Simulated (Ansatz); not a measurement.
Ni₄N, space group Pm-3m, a comparison of functionals at one structure

Computed with Ansatz 0.2.0 through its Python package.

`ni4n.py`
```python
"""One structure of Ni4N under several functionals."""

import warnings

import ansatz as az
from tabulate import tabulate


def main() -> None:
    warnings.simplefilter("ignore", az.DeckWarning)

    structure = (
        az.Lattice.cubic(3.71514)
        .space_group(221)
        .atom("Ni", (0.0, 0.0, 0.0))
        .atom("Ni", (0.5, 0.5, 0.0))
        .atom("N", (0.5, 0.5, 0.5))
        .moments(Ni=1.5)
    )

    calc = (
        structure.calculation()
        .occupations("fermi_dirac", width=100 * az.meV)
        .basis(550)
        .kpoints(6)
        .spin(az.SpinTreatment.COLLINEAR)
        .stress()
    )

    rows = []
    for value in ["lda", "r2scan", "blyp"]:
        summary = calc.functional(value).run(threads=1).report
        rows.append((value, summary["free_energy_ev"] / len(summary["lattice"]["sites"]), summary["n_iterations"], sum(summary["stress_gpa"][i][i] for i in range(3)) / 3, summary["magnetization_mub"], summary["n_kpoints"]))

    print(tabulate(rows, headers=["functional", "F/atom (eV)", "iterations", "P (GPa)", "moment (muB)", "k-points"], floatfmt=".4f", tablefmt="grid"))


if __name__ == "__main__":
    main()
```

```console
$ python ni4n.py
+--------------+---------------+--------------+-----------+----------------+------------+
| functional   |   F/atom (eV) |   iterations |   P (GPa) |   moment (muB) |   k-points |
+==============+===============+==============+===========+================+============+
| lda          |    -4693.4472 |           16 |  -14.3143 |         1.2582 |         20 |
+--------------+---------------+--------------+-----------+----------------+------------+
| r2scan       |    -4753.1314 |           34 |   -2.4046 |         2.0447 |         20 |
+--------------+---------------+--------------+-----------+----------------+------------+
| blyp         |    -4755.6000 |           16 |   12.3338 |         1.2642 |         20 |
+--------------+---------------+--------------+-----------+----------------+------------+
```

From lowest to highest: LDA (-14.3 GPa), r2SCAN (-2.4 GPa) and BLYP (12.3 GPa). At a fixed cell a lower pressure usually means a smaller equilibrium volume, so LDA prefers the smallest cell and BLYP the largest.

Reading the output:
- Other magnetic orders than the one started from may lie lower.
- BLYP can be off by several per cent in the lattices of metals, and by several GPa in the pressure at a fixed cell.
- For a metal this k-point mesh is coarse: on a finer one energies can move by several to tens of meV an atom and pressures by half a GPa or more, differences at one mesh by less.
- The overall sign of a collinear moment is arbitrary, and semilocal functionals can give small moments to compounds that are paramagnetic.
- Pressure is positive in compression.
- r2SCAN tends to overestimate the moments of itinerant magnets.
- The structure comes from a database of computed cells and needn't be a stable or known phase.
- Total energies of different functionals can't be compared; pressures, moments and gaps at this one structure can.
- Hardware and time: 4.3 min on 1 thread of Arm Neoverse V2, with other jobs on the host, peak memory 1.3 GiB.
